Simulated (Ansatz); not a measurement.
Br2Cd, SMILES [Br][Cd][Br], a relaxed scan of one distance

Computed with the Python package of Ansatz (0.2.0).

The script, `br2cd.py`:
```python
"""Relaxed scan of one distance in Br2Cd."""

import ansatz as az
from ase import Atoms
import numpy as np

atoms = Atoms(["Br", "Cd", "Br"], positions=[
    [0.7389, 2.2332, 0.6383],
    [-0.8366, 0.0556, -0.4489],
    [0.0868, -2.3536, -0.2027],
])
molecule = az.Crystal.molecule_from_ase(atoms)

base = (
    molecule.calculation()
    .basis(gaussian="def2-SVP")
    .functional("pbe", dispersion="d4")
)
symbols = [site.symbol for site in molecule.cartesian_sites]
pairs = [(0, 1), (1, 2)]
print("held (A)   E (eV)        ", "  ".join(f"{symbols[i]}{i}-{symbols[j]}{j}" for i, j in pairs))
for length in [2.38, 2.59, 2.8, 3.11, 3.5]:
    rep = base.relax(constraints=[az.DistanceConstraint((1, 2), at=length)], force_tolerance=0.02, max_steps=60).run(threads=1, pin="off").report
    xyz = np.array(rep["positions_ang"])
    print(f"{length:6.2f} {rep['free_energy_ev']:14.5f}  ", "  ".join(f"{np.linalg.norm(xyz[i] - xyz[j]):.3f}" for i, j in pairs))
```

```console
$ python br2cd.py
held (A)   E (eV)         Br0-Cd1  Cd1-Br2
DeckWarning: relax.constraints: the input's atoms, or those drawn, lie off the distances that are held; a relaxation that starts there is brought onto them ahead of its first SCF, by positions alone, an atom by 1.06e-1 Å at the most. With the symmetry detection on, the symmetry is detected on the input's atoms as so brought (as typed, where only the drawn atoms reach the distances), and notices that speak of the structure as typed mean those atoms
  2.38  -144621.79515   2.421  2.380
  2.59  -144621.66865   2.423  2.590
  2.80  -144621.27956   2.427  2.800
  3.11  -144620.58610   2.437  3.110
  3.50  -144619.81164   2.450  3.500
```
(Warnings from the package without file and line, repeats left out.)

Notes:
- Total energies depend on the basis set; only differences at equal settings carry meaning.
- The energies are electronic: no zero-point or thermal terms, and the basis set is short of its limit.
- def2 sets replace the cores of elements past krypton by effective core potentials.
- Timing: 2.3 min on 1 thread of Arm Neoverse V2, on a shared host, peak memory 0.25 GiB.
